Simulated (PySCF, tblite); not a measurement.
# FGe2H7N2: geometry, infrared bands, NMR shifts and spin-spin couplings

What infrared bands, NMR shifts and spin-spin couplings should FGe2H7N2 (`[NH2][Ge@@H]([F])[NH][GeH3]`) show?

Computed with tblite 0.8.0 and PySCF 2.14.0, with density-fitted response routines of our own, on a single molecule in the gas phase. Atoms are numbered from 0 throughout.

## Step 1: The starting structure

12 atoms, charge 0, multiplicity 1; geometry from: force field or distance geometry start.

Bonds of the start (Å): N0–Ge1 1.85, Ge1–F2 1.75, Ge1–N3 1.86, N3–Ge4 1.86, N0–H5 1.05, N0–H6 1.05, Ge1–H7 1.57, N3–H8 1.06, Ge4–H9 1.55, Ge4–H10 1.55, Ge4–H11 1.55.

## Step 2: Geometry optimisation with GFN2-xTB

Job settings and geometry (Å):

```
{"job": {"kind": "relax", "xc": "GFN2-xTB", "basis": "xTB"}, "charge": 0, "multiplicity": 1}
N     -1.234500     1.576900    -0.040300
Ge    -0.855900    -0.032400     0.793000
F     -2.328600    -0.766500     1.394300
N     -0.037500    -1.187300    -0.420700
Ge     1.624000    -0.463600    -0.828800
H     -1.770600     2.159800     0.651200
H     -1.908800     1.364500    -0.817000
H      0.106500     0.224600     2.003900
H      0.155400    -2.088400     0.101600
H      2.455000    -0.279100     0.462000
H      2.373700    -1.418000    -1.800600
H      1.422500     0.908700    -1.524700
```

The run is started by

```console
> OMP_NUM_THREADS=1 python probes_run.py task.json out
```

One launch serves the whole session: the jobs run in the order shown.

The log of the run:

```text
step      E/eV     max force
  0    -490.86290    1.629
  1    -490.99635    0.856
  2    -491.06394    0.863
  3    -491.10667    0.596
  4    -491.12786    0.448
  5    -491.14356    0.360
  6    -491.15866    0.335
  7    -491.17264    0.382
  8    -491.19783    0.628
  9    -491.23301    0.705
 10    -491.25903    0.489
 11    -491.26848    0.246
 12    -491.27483    0.258
 13    -491.27999    0.354
 14    -491.28596    0.358
 15    -491.29213    0.240
 16    -491.29543    0.133
 17    -491.29729    0.105
 18    -491.29881    0.116
 19    -491.30078    0.138
 20    -491.30281    0.134
 21    -491.30435    0.106
 22    -491.30553    0.112
 23    -491.30702    0.179
 24    -491.30909    0.214
 25    -491.31128    0.162
 26    -491.31274    0.097
 27    -491.31356    0.084
 28    -491.31435    0.107
 29    -491.31566    0.143
 30    -491.31738    0.155
 31    -491.31877    0.111
 32    -491.31949    0.061
 33    -491.31994    0.055
 34    -491.32041    0.064
 35    -491.32098    0.070
 36    -491.32164    0.070
 37    -491.32235    0.079
 38    -491.32309    0.082
 39    -491.32368    0.071
 40    -491.32407    0.047
 41    -491.32436    0.053
 42    -491.32469    0.053
 43    -491.32512    0.078
 44    -491.32559    0.069
 45    -491.32590    0.037
 46    -491.32605    0.026
 47    -491.32615    0.035
 48    -491.32629    0.040
 49    -491.32643    0.031
 50    -491.32653    0.022
 51    -491.32659    0.019
 52    -491.32662    0.019
 53    -491.32667    0.025
 54    -491.32673    0.026
 55    -491.32681    0.020
 56    -491.32688    0.018
 57    -491.32694    0.017
 58    -491.32698    0.018
 59    -491.32701    0.019
 60    -491.32706    0.020
 61    -491.32712    0.021
 62    -491.32718    0.023
 63    -491.32724    0.030
 64    -491.32731    0.033
 65    -491.32740    0.026
 66    -491.32748    0.024
 67    -491.32754    0.016
 68    -491.32757    0.017
 69    -491.32761    0.021
 70    -491.32770    0.035
 71    -491.32784    0.043
 72    -491.32799    0.033
 73    -491.32807    0.016
 74    -491.32810    0.021
 75    -491.32812    0.018
 76    -491.32816    0.021
 77    -491.32827    0.034
 78    -491.32833    0.029
 79    -491.32838    0.015
 80    -491.32839    0.013
 81    -491.32841    0.011
 82    -491.32843    0.017
 83    -491.32845    0.017
 84    -491.32847    0.015
 85    -491.32848    0.006
```

It took 0.72 s on 1 thread of Arm Neoverse N1, shared host; peak memory 0.18 GiB.

Relaxation path: (not every step is listed)

```csv
step,energy from step 0 (eV),largest force (eV/Å)
0,0.0000,1.6286
1,-0.1334,0.8561
2,-0.2010,0.8631
3,-0.2438,0.5960
4,-0.2650,0.4483
5,-0.2807,0.3604
6,-0.2958,0.3350
7,-0.3097,0.3817
8,-0.3349,0.6284
15,-0.4292,0.2404
22,-0.4426,0.1118
29,-0.4528,0.1429
36,-0.4587,0.0702
43,-0.4622,0.0776
50,-0.4636,0.0222
57,-0.4640,0.0174
64,-0.4644,0.0329
71,-0.4649,0.0432
78,-0.4654,0.0293
80,-0.4655,0.0131
81,-0.4655,0.0115
82,-0.4655,0.0172
83,-0.4655,0.0175
84,-0.4656,0.0149
85,-0.4656,0.0059
```

Distances of close pairs at the start and the end, largest changes first:

```csv
bond,before (Å),after (Å),change (Å)
Ge1–H7,1.568,1.498,-0.070
Ge4–H11,1.552,1.491,-0.061
Ge1–N3,1.865,1.805,-0.059
N0–Ge1,1.851,1.792,-0.059
Ge4–H10,1.555,1.496,-0.059
N3–H8,1.059,1.010,-0.050
Ge4–H9,1.546,1.504,-0.042
N0–H5,1.051,1.010,-0.042
```

The next job starts from the end point, and lists it.

## Step 3: Vibrational analysis with GFN2-xTB

Job settings and geometry (Å):

```
{"job": {"kind": "ir", "xc": "GFN2-xTB", "basis": "xTB"}, "charge": 0, "multiplicity": 1}
N     -1.323447     1.533033     0.096056
Ge    -0.845820     0.032618     0.952018
F     -2.240441    -1.006958     1.294712
N      0.140769    -0.984753    -0.166274
Ge     1.726674    -0.470363    -0.890002
H     -2.020085     2.115587     0.537775
H     -1.551748     1.433454    -0.883775
H     -0.333169     0.344160     2.324806
H      0.040083    -1.975851    -0.002059
H      2.810371    -0.299431     0.139217
H      2.106987    -1.553267    -1.849560
H      1.491023     0.831085    -1.578940
```

The log of the run:

```text
mode    cm-1     km/mol
  1      39.8      1.10
  2      76.5      0.02
  3      87.5      0.84
  4     151.3     30.79
  5     185.2     14.97
  6     186.9      7.52
  7     211.5     18.05
  8     360.3    120.55
  9     441.8     78.14
 10     483.3     33.27
 11     505.7    210.96
 12     554.4     93.24
 13     597.4     72.99
 14     613.3    127.54
 15     641.7    258.42
 16     675.6     31.82
 17     717.4    511.64
 18     784.7     76.16
 19     788.2     97.21
 20     819.0    145.76
 21     844.2    144.33
 22    1086.3    136.43
 23    1468.7     42.79
 24    1941.2    178.96
 25    1961.6    332.21
 26    2027.1    469.35
 27    2083.2    417.87
 28    3417.9      1.40
 29    3418.7      2.30
 30    3451.0      0.03
```

It took 0.5 s on 1 thread of Arm Neoverse N1, shared host; peak memory 0.18 GiB.

Which atoms move in the most intense modes:

```csv
cm⁻¹,km/mol,atoms
506,211.0,"N0 32 %, H6 29 %, H5 23 %"
642,258.4,"H7 40 %, N3 20 %, H11 11 %"
717,511.6,"N3 47 %, H11 11 %"
819,145.8,"H10 43 %, H9 30 %, H11 16 %"
1941,179.0,"H9 78 %, H10 12 %"
1962,332.2,H7 94 %
2027,469.4,"H10 61 %, H11 19 %, H9 18 %"
2083,417.9,"H11 73 %, H10 25 %"
```

## Step 4: Shielding tensors: PBE0/pcSseg-1

Settings changed since step 3:

```diff
@@ -1,2 +1,2 @@
-{"job": {"kind": "ir", "xc": "GFN2-xTB", "basis": "xTB"}, "charge": 0, "multiplicity": 1}
+{"job": {"kind": "nmr", "xc": "PBE0", "basis": "pcSseg-1"}, "charge": 0, "multiplicity": 1}
 N     -1.323447     1.533033     0.096056
```

Level: GIAO PBE0/pcSseg-1 NMR shielding, non-relativistic, gas phase.

The log of the run:

```text
coarse grid: 47680 points
cycle   1  E = -4366.2380558630  dE = -9.827e-01  |g| = 1.422e+00  |ddm| = 3.371e+00
cycle   2  E = -4366.0242091232  dE =  2.138e-01  |g| = 1.783e+00  |ddm| = 1.653e+00
cycle   3  E = -4366.4149972617  dE = -3.908e-01  |g| = 2.492e-01  |ddm| = 1.146e+00
cycle   4  E = -4366.4239594514  dE = -8.962e-03  |g| = 8.385e-02  |ddm| = 1.795e-01
cycle   5  E = -4366.4247680878  dE = -8.086e-04  |g| = 1.719e-02  |ddm| = 5.320e-02
cycle   6  E = -4366.4248279802  dE = -5.989e-05  |g| = 4.415e-03  |ddm| = 1.348e-02
cycle   7  E = -4366.4248311584  dE = -3.178e-06  |g| = 8.254e-04  |ddm| = 3.276e-03
final grid: 97272 points
cycle   8  E = -4366.4247748031  dE = -1.129e-07  |g| = 8.394e-04  |ddm| = 1.645e-03
cycle   9  E = -4366.4247747877  dE =  1.540e-08  |g| = 9.851e-04  |ddm| = 1.120e-03
cycle  10  E = -4366.4247748876  dE = -9.984e-08  |g| = 9.001e-05  |ddm| = 5.696e-04
cycle  11  E = -4366.4247748891  dE = -1.537e-09  |g| = 2.894e-05  |ddm| = 7.983e-05
cycle  12  E = -4366.4247748893  dE = -1.382e-10  |g| = 3.481e-06  |ddm| = 1.999e-05
converged SCF energy = -4366.4247748893

GIAO shielding tensors (ppm)
atom      isotropic    diamagn.    paramagn.     s11        s22        s33       span
  0 N      236.079     320.271     -84.192    212.620    227.094    268.523     55.903
  1 Ge    1283.192    2755.861   -1472.669   1232.698   1268.586   1348.293    115.595
  2 F      328.051     476.809    -148.758    279.686    316.097    388.370    108.685
  3 N      264.708     330.947     -66.239    226.311    257.555    310.259     83.948
  4 Ge    1474.514    2755.846   -1281.332   1345.350   1426.523   1651.669    306.319
  5 H       30.631      29.438       1.192     23.106     25.543     43.244     20.137
  6 H       30.648      32.479      -1.831     23.195     27.190     41.560     18.365
  7 H       26.106      28.420      -2.314     19.388     20.348     38.582     19.194
  8 H       31.954      33.128      -1.174     20.752     29.576     45.534     24.782
  9 H       27.004      28.753      -1.749     19.600     22.499     38.911     19.311
 10 H       27.226      28.593      -1.366     20.189     22.429     39.061     18.872
 11 H       27.260      29.645      -2.385     19.559     24.395     37.825     18.266
```

Wall time 39 s (1 thread of Arm Neoverse N1, shared host); peak memory 0.76 GiB.

The references, computed at this level on geometries of the same kind, shield at (ppm): ¹H TMS 31.72, ¹⁹F CFCl3 170.9, ¹⁵N NH3 267.7, ⁷³Ge GeMe4 1331. Their shielding less the atom's gives the shift. The references are single molecules in the gas phase, so shifts against H2O, NH3, PH3, H3PO4 or CFCl3 are not on the usual liquid scales and can be off by tens of ppm. Atoms listed in one row are averaged.

```csv
atoms,environment,σ (ppm),δ (ppm)
H7,"hydrogen on a germanium bonded to F, 2 N",26.11,5.61
"H9, H10, H11",hydrogen on a germanium bonded to N,27.16,4.55
"H5, H6",hydrogen on a nitrogen bonded to Ge,30.64,1.08
H8,hydrogen on a nitrogen bonded to 2 Ge,31.95,-0.24
N0,"nitrogen bonded to Ge, 2 H",236.1,31.6
N3,"nitrogen bonded to 2 Ge, H",264.7,3.0
Ge1,"germanium bonded to F, 2 N, H",1283,48
Ge4,"germanium bonded to N, 3 H",1475,-144
F2,fluorine bonded to Ge,328.1,-157.1
```

Charges from the same density, by scheme (e):

```csv
atoms,Mulliken,IAO,Hirshfeld,ESP fit
N0,-0.67,-0.82,-0.32,-1.02
Ge1,1.20,1.25,0.52,0.99
F2,-0.52,-0.56,-0.29,-0.43
N3,-0.95,-0.88,-0.34,-0.79
Ge4,0.44,0.63,0.35,0.43
```

Mayer bond orders: N0–Ge1 0.99, Ge1–F2 0.78, Ge1–N3 0.89, N3–Ge4 0.86.

## Step 5: Indirect couplings: B3LYP/pcSseg-1+pcJ-1

Settings changed since step 4:

```diff
@@ -1,2 +1,2 @@
-{"job": {"kind": "nmr", "xc": "PBE0", "basis": "pcSseg-1"}, "charge": 0, "multiplicity": 1}
+{"job": {"kind": "j", "xc": "B3LYP", "basis": "pcJ-1"}, "charge": 0, "multiplicity": 1}
 N     -1.323447     1.533033     0.096056
```

With the program's defaults for keys left out, this is: B3LYP/pcJ-1 Ge:pcSseg-1 indirect spin-spin coupling, non-relativistic, gas phase.

The log of the run:

```text
coarse grid: 47680 points
cycle   1  E = -4367.0868696758  dE = -9.538e-01  |g| = 1.547e+00  |ddm| = 3.163e+00
cycle   2  E = -4366.7396837468  dE =  3.472e-01  |g| = 2.098e+00  |ddm| = 1.927e+00
cycle   3  E = -4367.2960056777  dE = -5.563e-01  |g| = 3.170e-01  |ddm| = 1.403e+00
cycle   4  E = -4367.3104493869  dE = -1.444e-02  |g| = 1.010e-01  |ddm| = 2.273e-01
cycle   5  E = -4367.3115545696  dE = -1.105e-03  |g| = 2.675e-02  |ddm| = 6.711e-02
cycle   6  E = -4367.3116976862  dE = -1.431e-04  |g| = 5.926e-03  |ddm| = 1.970e-02
cycle   7  E = -4367.3117033418  dE = -5.656e-06  |g| = 1.141e-03  |ddm| = 4.607e-03
final grid: 97272 points
cycle   8  E = -4367.3116467002  dE = -1.282e-07  |g| = 1.263e-03  |ddm| = 2.241e-03
cycle   9  E = -4367.3116465814  dE =  1.187e-07  |g| = 1.654e-03  |ddm| = 1.802e-03
cycle  10  E = -4367.3116468999  dE = -3.184e-07  |g| = 2.242e-04  |ddm| = 9.989e-04
cycle  11  E = -4367.3116469099  dE = -1.003e-08  |g| = 5.241e-05  |ddm| = 1.908e-04
cycle  12  E = -4367.3116469104  dE = -4.793e-10  |g| = 3.830e-06  |ddm| = 3.777e-05
converged SCF energy = -4367.3116469104

Indirect spin-spin couplings (Hz)
  i      j    bonds     total        FC       PSO       DSO        SD
  0 N    2 F    2     -2.416     1.846    -0.682     0.221    -3.800
  0 N    3 N    2      3.220     3.371    -0.145    -0.008     0.002
  0 N    5 H    1    -77.198   -73.274    -3.019    -0.495    -0.411
  0 N    6 H    1    -75.875   -72.046    -2.926    -0.515    -0.388
  0 N    7 H    2    -20.370   -20.781     0.097     0.293     0.021
  0 N    8 H    3     -3.002    -3.184    -0.132     0.317    -0.002
  0 N   11 H    4     -0.321    -0.208     0.064    -0.187     0.010
  2 F    3 N    2     -0.342    -2.867     3.186     0.045    -0.706
  2 F    5 H    3     -2.349    -3.484     1.878    -0.826     0.083
  2 F    6 H    3     -4.231    -4.527     1.524    -1.317     0.088
  2 F    7 H    2     74.855    79.211    -1.350    -1.979    -1.026
  2 F    8 H    3     -0.183     0.085    -0.615     0.974    -0.628
  2 F    9 H    4     -0.546     0.672     0.546    -1.767     0.003
  2 F   10 H    4      0.772     1.586     0.549    -1.414     0.051
  2 F   11 H    4     -1.534    -0.096     0.466    -1.843    -0.062
  3 N    5 H    3     -4.255    -4.428    -0.106     0.296    -0.017
  3 N    6 H    3      0.070     0.064     0.091    -0.093     0.009
  3 N    7 H    2     -5.826    -6.201     0.009     0.341     0.025
  3 N    8 H    1    -79.796   -75.539    -2.894    -0.823    -0.540
  3 N    9 H    2     -1.732    -1.904    -0.098     0.247     0.024
  3 N   10 H    2     -5.578    -5.692    -0.055     0.149     0.020
  3 N   11 H    2     -8.906    -9.028    -0.039     0.153     0.009
  5 H    6 H    2     -7.554    -9.595     5.499    -3.458         -
  5 H    7 H    3     -2.006    -1.331     0.421    -1.096         -
  5 H    8 H    4      0.978     2.178     1.843    -3.043         -
  5 H    9 H    5     -0.709    -0.044     0.856    -1.522         -
  5 H   10 H    5     -1.167    -0.115     1.035    -2.086         -
  5 H   11 H    5      0.413     0.022     0.862    -0.470         -
  6 H    7 H    3      8.243    10.768     2.211    -4.736         -
  6 H    8 H    4     -0.591    -0.199     1.178    -1.570         -
  6 H    9 H    5     -1.034    -0.006     0.610    -1.637         -
  6 H   10 H    5     -0.932    -0.031     0.290    -1.190         -
  6 H   11 H    5      1.262    -0.010    -0.965     2.237         -
  7 H    8 H    3     -3.180    -1.726     0.977    -2.431         -
  7 H   10 H    4     -1.191     0.520     0.832    -2.543         -
  7 H   11 H    4     -0.594     0.339     0.409    -1.341         -
  8 H    9 H    3     -2.728    -1.694     0.980    -2.014         -
  8 H   10 H    3      2.913     2.595    -0.099     0.417         -
  8 H   11 H    3      8.780    10.883     2.134    -4.237         -
  9 H   10 H    2     16.394    19.863     1.235    -4.704         -
  9 H   11 H    2     19.457    22.810     1.166    -4.519         -
 10 H   11 H    2      8.004    11.851     1.317    -5.163         -
```

It took 2 min on 1 thread of Arm Neoverse N1, shared host; peak memory 1 GiB.

Couplings of 1 Hz or more, nine at most for each number of bonds, with means over like pairs (isotopes 19F, 1H, 15N):

```csv
pair,bonds,J (Hz),Fermi contact (Hz),dihedral (°)
N3–H8,1,-79.8,-75.5,–
N0–H5,1,-76.5,-72.7,–
F2–H7,2,74.9,79.2,–
N0–H7,2,-20.4,-20.8,–
H9–H10,2,14.6,18.2,–
H5–H6,2,-7.6,-9.6,–
N3–H7,2,-5.8,-6.2,–
N3–H9,2,-5.4,-5.5,–
N0–N3,2,3.2,3.4,–
N0–F2,2,-2.4,1.8,–
F2–H5,3,-3.3,-4.0,–
H7–H8,3,-3.2,-1.7,82
H5–H7,3,3.1,4.7,–
N0–H8,3,-3.0,-3.2,-149
H8–H9,3,3.0,3.9,–
N3–H5,3,-2.1,-2.2,–
```

The spin-dipole term was solved for some atoms only; pairs without it lack that part.

The response was solved for the nuclei of F, H, N alone, so couplings that need other nuclei can be missing.

Quadrupole couplings from the field gradients of the same density:

```csv
atom,isotope,eQq/h (MHz),η
Ge1,73Ge,-78.4,0.53
Ge4,73Ge,-44.6,0.11
N0,14N,-4.559,0.17
N3,14N,-4.314,0.18
```

Joined with the shifts from before (PBE0/pcSseg-1, unscaled), the couplings predict the line list below for 400 MHz.

¹H NMR δ 5.61 (d, J = 74.9 Hz, 1H), 4.55 (s, 3H), 1.08 (br s, 2H), -0.24 (br s, 1H).

## Step 6: Summary of results

| quantity | value |
| --- | --- |
| strongest single infrared mode (GFN2-xTB) | 717 cm⁻¹, 512 km/mol |
| zero-point energy (GFN2-xTB) | 43.8 kcal/mol |
| ¹H shifts against TMS (PBE0/pcSseg-1, means over atoms taken as alike) | 5.61, 4.55, 1.08, -0.24 ppm |
| ¹⁵N shifts against NH3 (PBE0/pcSseg-1) | 31.6, 3.0 ppm |
| ⁷³Ge shifts against GeMe4 (PBE0/pcSseg-1) | 48, -144 ppm |
| ¹⁹F shifts against CFCl3 (PBE0/pcSseg-1) | -157.1 ppm |
| largest coupling of the table (B3LYP/pcSseg-1+pcJ-1) | ¹J(N,H) N3–H8, -79.8 Hz |

The optimisation took 85 steps and gained 0.466 eV; among the close pairs (by a distance rule), Ge1–H7 changed most, from 1.568 to 1.498 Å. All 30 modes are real, so the xTB geometry is a minimum. The strongest single mode, at 717 cm⁻¹, is spread over many atoms; the largest shares are those of N3, H11. Unscaled tight-binding wavenumbers are off by several per cent, some by more. Its intensities can rank the bands wrongly. At PBE0/pcSseg-1: The widest tensor belongs to Ge4: span 306 ppm, with a paramagnetic part of -1281 ppm. Of the pairs tabulated at B3LYP/pcSseg-1+pcJ-1, N3–H8 couples most strongly (-79.8 Hz; Fermi contact -75.5 Hz). Couplings across rotatable bonds belong to this one conformer; where others are populated, the observed values are averages. Spin-orbit coupling is left out, which matters for shieldings and couplings at and beside the heavy atoms.
